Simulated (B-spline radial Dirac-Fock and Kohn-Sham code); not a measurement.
# An X-ray data sheet for Ag⁶⁺, step by step

Wanted for the Ag⁶⁺ ion: its X-ray form factor and Compton profile, the binding energy of each subshell, how cheaper methods do for the levels, its photoionisation cross sections and the widths and yields of its core holes.

Program: B-spline radial Dirac-Fock and Kohn-Sham code, version 2. Model: a free atom or ion on a radial basis; each step names its model. All values are calculated, but those marked as tabulated.

## Step 1: The atom as given

Ag⁶⁺, configuration 1s2 2s2 2p6 3s2 3p6 3d10 4s2 4p6 4d5.

```
nuclear charge     : 47
electrons          : 41
mass number        : 107
nuclear rms radius : 4.5454 fm
```

Outer shells as boxes (Hund's rule, for the drawing alone; heavy ions are jj-coupled, and the calculation averages over the configuration):

```
[Kr] core
4d [↑ ][↑ ][↑ ][↑ ][↑ ]
```

## Step 2: X-ray scattering functions

Model: Dirac-Fock average of configuration, finite nucleus; form factor of the spherical density, Waller-Hartree incoherent function, impulse-approximation Compton profiles.

The run's settings:

```ini
task = scatter
Z = 47
charge = 6
configuration = 1s2 2s2 2p6 3s2 3p6 3d10 4s2 4p6 4d5
mass_number = 107
rms_radius = 4.5454  # fm
s = [0.0, 0.09, 0.11, 0.13, 0.16, 0.19, 0.23, 0.28, 0.34, 0.41, 0.5, 0.61, 0.73, 0.89, 1.08, 1.3, 1.58, 1.91, 2.31, 2.8, 3.39, 4.1, 4.97]  # 1/A
pz = [0, 0.1, 0.2, 0.3, 0.4, 0.5, 0.6, 0.8, 1.0, 1.2, 1.4, 1.6, 1.8, 2.0, 2.5, 3.0, 4.0, 5.0, 7.0, 10.0, 15.0, 20.0, 30.0, 40.0, 60.0, 100.0]  # a.u.
photon_energy = [1000, 8047.8, 20000, 30000, 50000, 100000, 200000, 500000]  # eV
```

The program writes no log. Results of the run, from its result record (rounded, main fields):

```text
status: converged
form_factor [e]: [41.0, 39.953, 39.458, 38.882, 37.887, 36.762, 35.122, 32.955, 30.357, 27.539, 24.457, 21.546, 19.183, 16.737, 14.234, 11.642, 9.0147, 7.0208, 5.7372, 4.866, 4.0226, 3.094, 2.2329]
incoherent: [1.5065e-11, 1.0095, 1.4695, 1.9913, 2.8619, 3.8016, 5.1015, 6.7197, 8.5742, 10.589, 12.97, 15.583, 18.025, 20.641, 23.094, 25.45, 27.95, 30.297, 32.453, 34.377, 36.029, 37.384, 38.42]
compton_total [1/a.u.]: [4.8427, 4.8384, 4.8252, 4.8032, 4.7719, 4.731, 4.6801, 4.5465, 4.3688, 4.1485, 3.8924, 3.6122, 3.3227, 3.0384, 2.42, 1.9812, 1.4955, 1.2101, 0.77961, 0.40986, 0.1758, 0.088339, 0.029411, 0.012425, 0.0030906, 0.00037661]
shells: ["1s1/2", "2s1/2", "2p1/2", "2p3/2", "3s1/2", "3p1/2", "3p3/2", "3d3/2", "3d5/2", "4s1/2", "4p1/2", "4p3/2", "4d3/2", "4d5/2"]
occupation: [2.0, 2.0, 2.0, 4.0, 2.0, 2.0, 4.0, 4.0, 6.0, 2.0, 2.0, 4.0, 2.0, 3.0]
mean_momentum [a.u.]: [42.578, 14.966, 20.066, 19.206, 7.1246, 8.5081, 8.2584, 9.7554, 9.6601, 3.229, 3.5614, 3.4747, 3.5332, 3.5028]
r2 [bohr^2]: 18.055
r_inverse [1/bohr]: 270.64
r1 [bohr]: 20.533
coherent [b]: [1095.2, 533.45, 203.79, 115.07, 53.275, 16.353, 4.6797, 0.80925]
incoherent_cross_section [b]: [0.27463, 6.8427, 13.092, 15.547, 17.617, 17.909, 15.85, 11.688]
radial_jk:
  4d: {"j0": [1.0, 0.91705, 0.87855, 0.83439, 0.75964, 0.67777, 0.56355, 0.42312, 0.27286, 0.13675, 0.028637, -0.022422, -0.021477, 0.006328, 0.029836, 0.033847, 0.022442, 0.0083824, -0.00032966, -0.0029769, -0.0024202, -0.0012342, -0.00043282], "j2": [0.0, 0.032591, 0.047291, 0.0638, 0.090796, 0.11884, 0.15481, 0.19259, 0.22154, 0.22974, 0.20627, 0.14978, 0.085408, 0.02576, -0.002835, -0.0040284, 0.0067445, 0.014438, 0.014553, 0.010006, 0.0051566, 0.0020159, 0.00054254], "j4": [0.0, 0.00043223, 0.00093851, 0.0017721, 0.0038348, 0.0071112, 0.013682, 0.025548, 0.044212, 0.068816, 0.097391, 0.11747, 0.11718, 0.092332, 0.05339, 0.019708, 0.00088529, -0.0013756, 0.0034368, 0.0073322, 0.0076293, 0.0056598, 0.003299], "r2": 1.4481, "r4": 3.3665, "r6": 11.605}
```

Form factor and incoherent function, every second point:

```csv
s (1/Å),f (e),f / N,S(s)
0,41.00,1.000,0
0.110,39.46,0.962,1.469
0.160,37.89,0.924,2.862
0.230,35.12,0.857,5.102
0.340,30.36,0.740,8.574
0.500,24.46,0.597,12.97
0.730,19.18,0.468,18.02
1.08,14.23,0.347,23.09
1.58,9.015,0.220,27.95
2.31,5.737,0.140,32.45
3.39,4.023,0.098,36.03
4.97,2.233,0.054,38.42
```

## Step 3: Hole states by ΔSCF

Model: Dirac-Fock average of configuration, Delta-SCF, finite nucleus, first-order Breit with its frequency dependence, self-energy and vacuum polarisation.

Recorded inputs:

```ini
task = binding
```

The program writes no log. Results of the run, from its result record (rounded, main fields):

```text
status: converged
shells: ["K", "L1", "L2", "L3", "M1", "M2", "M3", "M4", "M5", "N1", "N2", "N3", "N4,5"]
total_energy_parts [Ha]: [-5304.99839, 3.97603173, -0.402133864, -0.03090949, 2.68424334, -0.327192069]
koopmans [eV]: [25765.9, 3965.98, 3681.23, 3505.04, 846.046, 731.553, 699.402, 498.519, 492.139, 210.844, 170.558, 164.748, 104.683]
dirac_coulomb [eV]: [25707.6, 3937.22, 3649.26, 3474.06, 836.346, 721.486, 689.71, 487.491, 481.285, 209.055, 168.925, 163.22, 103.618]
gaunt [eV]: [-56.5801, -4.93803, -8.92088, -6.392, -0.654049, -1.28964, -0.834432, -0.323807, -0.124772, -0.107162, -0.201914, -0.120115, 0.000748438]
retardation [eV]: [4.0249, 0.301605, 0.991165, 0.990087, 0.0281039, 0.141993, 0.141692, 0.0168055, 0.0165118, 0.00553207, 0.0239189, 0.0240041, 0.000854259]
breit_frequency [eV]: [0.371691, -0.0391138, -0.00208382, 0.160524, -0.00945981, -0.0061979, 0.0260771, -0.00495014, -0.00235223, -0.00198131, -0.00145433, 0.00447506, -0.000659674]
self_energy [eV]: [-30.077, -3.59823, 0.28884, -0.048971, -0.699894, 0.0567788, -0.0031695, 0.0672854, 0.0478448, -0.134136, 0.0121523, 0.0012973, 0.00898423]
vacuum_polarisation [eV]: [3.78534, 0.419939, -0.0154998, -0.0250652, 0.0791726, -0.00400994, -0.00601848, -0.00553182, -0.00542743, 0.0152216, -0.000862026, -0.00123254, -0.000863915]
binding [eV]: [25629.1, 3929.36, 3641.6, 3468.74, 835.09, 720.385, 689.034, 487.241, 481.217, 208.832, 168.757, 163.128, 103.627]
mean_radius [bohr]: [0.0311026, 0.134316, 0.114203, 0.119227, 0.365906, 0.358196, 0.368614, 0.342429, 0.345835, 0.891729, 0.941535, 0.964909, 1.12423]
```

total_energy_parts: Dirac-Coulomb, Gaunt, retardation, frequency dependence, self-energy, vacuum polarisation. 

Each level as Koopmans' value plus corrections (eV):

```csv
level,-ε,relaxation,Breit,QED,binding
1s,25765.9,-58.28,-52.18,-26.29,25629.1
2s,3966.0,-28.76,-4.68,-3.18,3929.4
2p1/2,3681.2,-31.97,-7.93,0.27,3641.6
2p3/2,3505.0,-30.98,-5.24,-0.07,3468.7
3s,846.0,-9.70,-0.64,-0.62,835.1
3p1/2,731.6,-10.07,-1.15,0.05,720.4
3p3/2,699.4,-9.69,-0.67,-0.01,689.0
3d3/2,498.5,-11.03,-0.31,0.06,487.2
3d5/2,492.1,-10.85,-0.11,0.04,481.2
4s,210.8,-1.79,-0.10,-0.12,208.8
4p1/2,170.6,-1.63,-0.18,0.01,168.8
4p3/2,164.7,-1.53,-0.09,0.00,163.1
4d,104.7,-1.07,0.00,0.01,103.6
```

Line energies follow by subtraction:

```csv
line,energy (eV)
Kβ2' (K-N3),25466.0
Kβ2'' (K-N2),25460.4
Kβ1 (K-M3),24940.1
Kβ3 (K-M2),24908.7
Kα1 (K-L3),22160.4
Kα2 (K-L2),21987.5
Lγ3 (L1-N3),3766.2
Lγ2 (L1-N2),3760.6
Lγ5 (L2-N1),3432.8
Lβ6 (L3-N1),3259.9
Lβ3 (L1-M3),3240.3
Lβ4 (L1-M2),3209.0
Lβ1 (L2-M4),3154.4
Lα1 (L3-M5),2987.5
```

## Step 4: Dirac LDA, for comparison

Model: Dirac-Kohn-Sham LDA (Slater exchange, VWN correlation), finite nucleus, spherical and without spin polarisation.

Recorded inputs:

```ini
task = binding-ladder
method = lda,vwn
relativity = dirac
```

The program writes no log. Results of the run, from its result record (rounded, main fields):

```text
status: converged
shells: ["K", "L1", "L2", "L3", "M1", "M2", "M3", "M4", "M5", "N1", "N2", "N3", "N4,5"]
minus_eigenvalue [eV]: [25383.2, 3823.79, 3562.74, 3387.7, 781.712, 677.783, 646.818, 462.237, 455.984, 189.628, 155.738, 150.063, 95.68]
delta_scf [eV]: [25699.2, 3882.53, 3634.76, 3456.11, 804.266, 700.812, 669.27, 486.402, 479.947, 200.921, 166.608, 160.726, 105.222]
total_energy [Ha]: -5302.17971
dirac_fock_binding [eV]: [25629.1, 3929.36, 3641.6, 3468.74, 835.09, 720.385, 689.034, 487.241, 481.217, 208.832, 168.757, 163.128, 103.627]
```

Beside the Dirac-Fock ΔSCF result with Breit and QED, in eV:

```csv
level,-ε,miss,ΔSCF,miss,Dirac-Fock
K,25383.2,-245.9,25699.2,+70.1,25629.1
L1,3823.8,-105.6,3882.5,-46.8,3929.4
L2,3562.7,-78.9,3634.8,-6.8,3641.6
L3,3387.7,-81.0,3456.1,-12.6,3468.7
M1,781.7,-53.4,804.3,-30.8,835.1
M2,677.8,-42.6,700.8,-19.6,720.4
M3,646.8,-42.2,669.3,-19.8,689.0
M4,462.2,-25.0,486.4,-0.8,487.2
M5,456.0,-25.2,479.9,-1.3,481.2
N1,189.6,-19.2,200.9,-7.9,208.8
N2,155.7,-13.0,166.6,-2.1,168.8
N3,150.1,-13.1,160.7,-2.4,163.1
"N4,5",95.68,-7.9,105.2,+1.6,103.6
```

## Step 5: Photoionisation

Model: independent-particle photoionisation: Dirac-Hartree-Slater potential of the initial state with a Latter tail for bound and continuum orbitals, all multipoles in the length form, thresholds from Dirac-Fock Delta-SCF.

Settings, as recorded:

```ini
task = photo
photon_energy = [100, 200, 371.0, 600, 705.0, 1000, 2130.0, 2984.4, 4000, 9251.7, 9330.0, 11700.0, 16400.0, 59318.2, 65700.0, 74000.0]  # eV
```

The program writes no log. Results of the run, from its result record (rounded, main fields):

```text
status: converged
shells: ["K", "L1", "L2", "L3", "M1", "M2", "M3", "M4", "M5", "N1", "N2", "N3", "N4", "N5"]
occupation: [2.0, 2.0, 2.0, 4.0, 2.0, 2.0, 4.0, 4.0, 6.0, 2.0, 2.0, 4.0, 2.0, 3.0]
threshold [eV]: [25629.1, 3929.36, 3641.6, 3468.74, 835.09, 720.385, 689.034, 487.241, 481.217, 208.832, 168.757, 163.128, 104.119, 103.299]
sigma [Mb]:
  - ["K", "-", "-", "-", "-", "-", "-", "-", "-", "-", "-", "-", "-", "-", 0.000869, 0.000652, 0.000466]
  - ["L1", "-", "-", "-", "-", "-", "-", "-", "-", 0.0324, 0.00679, 0.00668, 0.00414, 0.00196, 7.89e-05, 5.99e-05, 4.34e-05]
  - ["L2", "-", "-", "-", "-", "-", "-", "-", "-", 0.0558, 0.00532, 0.00519, 0.00262, 0.000921, 1.33e-05, 9.41e-06, 6.28e-06]
  - ["L3", "-", "-", "-", "-", "-", "-", "-", "-", 0.102, 0.00916, 0.00893, 0.00443, 0.00152, 1.93e-05, 1.35e-05, 8.86e-06]
  - ["M1", "-", "-", "-", "-", "-", 0.0753, 0.023, 0.0126, 0.00725, 0.00132, 0.00129, 0.000785, 0.000366, 1.47e-05, 1.11e-05, 8.07e-06]
  - ["M2", "-", "-", "-", "-", "-", 0.103, 0.029, 0.0143, 0.00729, 0.000829, 0.00081, 0.000425, 0.000157, 2.54e-06, 1.81e-06, 1.21e-06]
  - ["M3", "-", "-", "-", "-", 0.34, 0.219, 0.0561, 0.0269, 0.0134, 0.00144, 0.00141, 0.000726, 0.000261, 3.72e-06, 2.61e-06, 1.73e-06]
  - ["M4", "-", "-", "-", 0.997, 0.707, 0.302, 0.034, 0.0114, 0.00424, 0.000196, 0.00019, 7.88e-05, 2.04e-05, 9.31e-08, 6.03e-08, 3.65e-08]
  - ["M5", "-", "-", "-", 1.48, 1.04, 0.442, 0.0488, 0.0163, 0.006, 0.000271, 0.000262, 0.000108, 2.76e-05, 1.17e-07, 7.52e-08, 4.51e-08]
  - ["N1", "-", "-", 0.0898, 0.0441, 0.034, 0.019, 0.00498, 0.00267, 0.00151, 0.000268, 0.000263, 0.00016, 7.43e-05, 2.98e-06, 2.26e-06, 1.64e-06]
  - ["N2", "-", 0.133, 0.0834, 0.0467, 0.0373, 0.0215, 0.00526, 0.00256, 0.0013, 0.00015, 0.000147, 7.75e-05, 2.9e-05, 4.78e-07, 3.4e-07, 2.29e-07]
  - ["N3", "-", 0.333, 0.188, 0.0991, 0.0781, 0.0436, 0.0101, 0.0048, 0.0024, 0.000262, 0.000255, 0.000132, 4.82e-05, 7e-07, 4.92e-07, 3.26e-07]
  - ["N4", "-", 0.206, 0.122, 0.0545, 0.0396, 0.0175, 0.00226, 0.000807, 0.000307, 1.52e-05, 1.47e-05, 6.22e-06, 1.65e-06, 7.77e-09, 5.04e-09, 3.05e-09]
  - ["N5", "-", 0.319, 0.183, 0.0805, 0.0583, 0.0256, 0.00325, 0.00115, 0.000436, 2.1e-05, 2.03e-05, 8.53e-06, 2.23e-06, 9.76e-09, 6.29e-09, 3.77e-09]
beta_dipole:
  - ["K", "-", "-", "-", "-", "-", "-", "-", "-", "-", "-", "-", "-", "-", 1.99, 1.98, 1.98]
  - ["L1", "-", "-", "-", "-", "-", "-", "-", "-", 1.99, 1.99, 1.99, 1.99, 1.99, 1.98, 1.98, 1.97]
  - ["L2", "-", "-", "-", "-", "-", "-", "-", "-", 1.27, 1.35, 1.34, 1.27, 1.13, 0.555, 0.512, 0.464]
  - ["L3", "-", "-", "-", "-", "-", "-", "-", "-", 1.35, 1.39, 1.39, 1.31, 1.15, 0.421, 0.357, 0.283]
  - ["M1", "-", "-", "-", "-", "-", 1.99, 1.99, 1.99, 1.99, 1.99, 1.99, 1.99, 1.99, 1.98, 1.98, 1.97]
  - ["M2", "-", "-", "-", "-", "-", 1.38, 1.61, 1.58, 1.53, 1.28, 1.28, 1.19, 1.06, 0.525, 0.486, 0.44]
  - ["M3", "-", "-", "-", "-", 0.545, 1.4, 1.64, 1.62, 1.57, 1.32, 1.32, 1.23, 1.07, 0.382, 0.322, 0.251]
  - ["M4", "-", "-", "-", 0.635, 0.868, 1.14, 1.22, 1.14, 1.04, 0.712, 0.709, 0.621, 0.495, 0.00311, -0.0421, -0.0947]
  - ["M5", "-", "-", "-", 0.685, 0.904, 1.15, 1.19, 1.1, 0.999, 0.68, 0.677, 0.595, 0.478, 0.0351, -0.00731, -0.0567]
  - ["N1", "-", "-", 1.99, 1.99, 1.99, 1.99, 1.99, 1.99, 1.99, 1.99, 1.99, 1.99, 1.99, 1.98, 1.97, 1.97]
  - ["N2", "-", 0.216, 1.32, 1.59, 1.63, 1.68, 1.65, 1.59, 1.52, 1.26, 1.26, 1.18, 1.04, 0.521, 0.482, 0.437]
  - ["N3", "-", 0.332, 1.31, 1.58, 1.63, 1.69, 1.68, 1.63, 1.57, 1.31, 1.3, 1.21, 1.06, 0.376, 0.317, 0.246]
  - ["N4", "-", 0.228, 1.02, 1.26, 1.3, 1.33, 1.23, 1.12, 1.02, 0.693, 0.69, 0.605, 0.483, 0.00729, -0.0426, -0.102]
  - ["N5", "-", 0.313, 1.06, 1.28, 1.31, 1.32, 1.19, 1.08, 0.975, 0.661, 0.658, 0.579, 0.468, 0.0423, -0.00526, -0.0626]
```

Rows start with the subshell; columns follow the photon energies; blanks lie below or just at threshold.

Totals and shares by shell:

```csv
hν (eV),total (kb),K (%),L (%),M (%),N (%)
200.00,991,-,-,-,100.0
371.00,665,-,-,-,100.0
600.00,2800,-,-,88.4,11.6
705.00,2340,-,-,89.4,10.6
1000.0,1270,-,-,90.0,10.0
2130.0,217,-,-,88.1,11.9
2984.4,93.5,-,-,87.2,12.8
4000.0,235,-,81.2,16.3,2.5
9251.7,26.0,-,81.7,15.6,2.8
9330.0,25.4,-,81.7,15.6,2.8
11700,13.7,-,81.7,15.5,2.8
16400,5.38,-,81.6,15.5,2.9
59318,1.01,86.4,11.1,2.1,0.4
65700,0.754,86.5,11.0,2.1,0.4
74000,0.538,86.6,10.9,2.1,0.4
```

[end of part 1 of 2]
